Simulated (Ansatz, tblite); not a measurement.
# The cluster Si5O5+: one state, many levels

An exercise on one series of results from a longer session: the logs are not shown, and one member is left open.

Computed with Ansatz 0.2.0, Gaussian basis. Level: as each input shows.

Plan: GFN1-xTB, GFN2-xTB, PBE-D4/def2-TZVP, r2SCAN-D4/def2-TZVP, LC-ωPBE/def2-TZVP, B2PLYP/def2-TZVP, PBE-D4/def2-SVP, PBE0-D4/def2-SVP, HF/STO-3G, MP2/def2-SVP.

2 further runs of the same task are left out: 2 set aside as unsound or not needed. Runs told in other sessions of the task aren't counted.

### The geometry

The doublet was relaxed beforehand with PBE0-D4/def2-SVP. At that level it is the lowest of the isomers that a small search found.

10 atoms, charge 1, spin multiplicity 2.

Bond lengths: Si1–O6 1.731 Å, Si1–O8 1.693 Å, Si2–O7 1.796 Å, Si2–O8 1.642 Å, Si2–O10 1.640 Å, Si3–O7 1.888 Å, Si3–O9 1.630 Å, Si4–O6 1.631 Å, Si4–O7 1.890 Å, Si5–O9 1.729 Å, Si5–O10 1.694 Å. Angles: O6–Si1–O8 95.3°, O7–Si2–O8 105.4°, O7–Si2–O10 105.7°, O8–Si2–O10 112.4°, O7–Si3–O9 97.8°, O6–Si4–O7 97.5°, O9–Si5–O10 95.3°, Si1–O6–Si4 148.9°, Si2–O7–Si3 125.2°, Si2–O7–Si4 123.9°, Si3–O7–Si4 110.9°, Si1–O8–Si2 138.0°, Si3–O9–Si5 149.4°, Si2–O10–Si5 139.5°.

The ion is computed in the gas phase, without counter-ions or solvent.

PBE0-D4/def2-TZVP was run before; its log isn't repeated, and its numbers join the tables.

Set-up of the first run:

Tight binding, by tblite at 300 K electronic temperature and without a spin-polarisation term:

```python
tblite.interface.Calculator('GFN1-xTB', numbers, positions, charge=1, uhf=1).singlepoint()
```

Tight binding, by tblite at 300 K electronic temperature and without a spin-polarisation term:

```python
tblite.interface.Calculator('GFN2-xTB', numbers, positions, charge=1, uhf=1).singlepoint()
```

start.molden holds the orbitals of an earlier run on this state, given as this run's starting guess.

The input, in.yaml:

```yaml
crystal:
  periodic: [false, false, false]
  atoms:
    - {symbol: Si, position_ang: [0.012172, -2.975057, 0.923236]}
    - {symbol: Si, position_ang: [-0.745371, 0.044203, 0.851590]}
    - {symbol: Si, position_ang: [1.226025, 1.837261, -1.045792]}
    - {symbol: Si, position_ang: [2.306666, -0.828094, 0.139388]}
    - {symbol: Si, position_ang: [-2.000392, 2.122205, -1.119521]}
    - {symbol: O, position_ang: [1.510825, -2.143118, 0.683829]}
    - {symbol: O, position_ang: [0.816891, 0.327244, 0.011409]}
    - {symbol: O, position_ang: [-0.951528, -1.584319, 0.853249]}
    - {symbol: O, position_ang: [-0.296560, 2.381847, -1.251353]}
    - {symbol: O, position_ang: [-1.878717, 0.817829, -0.046016]}
basis:
  gaussian: {orbitals: def2-TZVP, initial_orbitals: start.molden}
total_charge: 1
magnetization: {spin_polarized: true, initial_magnetization: 1}
hamiltonian: {xc: pbe, dispersion: d4}
scf: {omitted_lower_state_checks: [starts]}
output: {orbitals: {seedname: orbitals}}
```

Launch:

```
$ ansatz run in.yaml --threads 4 --pin off --events-out ev --progress --plain --max-ram 6963MiB
```

Among the steps run: PBE-D4/def2-TZVP; r2SCAN-D4/def2-TZVP; LC-ωPBE/def2-TZVP; B2PLYP/def2-TZVP; PBE-D4/def2-SVP; PBE0-D4/def2-SVP; HF/STO-3G; MP2/def2-SVP.

One of the session's tables, all rows but one given; the rest of the session is left out.

It belongs to the step «Levels side by side». 

```
              level  HOMO (eV)  LUMO (eV)  gap (eV)
          HF/STO-3G      -9.94       0.70     10.65
    PBE-D4/def2-SVP          ?          ?         ?
   PBE-D4/def2-TZVP      -9.76      -8.04      1.72
r2SCAN-D4/def2-TZVP     -10.17      -7.64      2.53
   PBE0-D4/def2-SVP     -10.95      -7.10      3.85
  PBE0-D4/def2-TZVP     -10.95      -7.07      3.88
  LC-ωPBE/def2-TZVP     -13.68      -4.77      8.91
```

**Question.** Estimate the row for PBE-D4/def2-SVP.

The run gave: HOMO (eV): -9.74; LUMO (eV): -8.06; gap (eV): 1.68. In the column «HOMO (eV)» it is the highest.
